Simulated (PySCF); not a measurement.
# CH8AlSb: the cost of one run

Programs: PySCF 2.14.0, with routines of our own; each step states its level. All values are computed. Atoms count from 0.

### Step 1. The starting structure

11 atoms, charge 0, multiplicity 1; geometry from: GFN2-xTB.

### Step 2. Optimising the geometry at PBE0-D3(BJ)/def2-SVP

Job settings and geometry (Å):

```
{"job": {"xc": "PBE0", "basis": "def2-SVP", "d3": "d3bj", "grid": 1, "maxiter": 30, "shake": 0.01, "kind": "geom"}, "charge": 0, "multiplicity": 1}
C     -1.303310    -0.538310     0.092810
Sb    -0.166530     1.252490    -0.202650
Al     1.945890    -0.465990     0.175600
H     -2.180610    -0.521820    -0.533670
H     -0.694990    -1.369300    -0.179290
H     -1.611260    -0.591850     1.129890
H     -0.859420     1.635890    -1.690290
H     -1.279780     2.270820     0.559510
H      1.409470    -1.032250     1.554260
H      3.121220     0.592060     0.210020
H      1.657430    -1.257570    -1.131850
```

Launch:

```
$ OMP_NUM_THREADS=1 python heavy_run.py task.json out
```

This one command runs all jobs of the session in turn.

**Question.** How long does this first job take on 1 thread of Arm Neoverse V1, shared host, and how much memory does it need?

About 64 s, with a peak of 0.42 GiB.
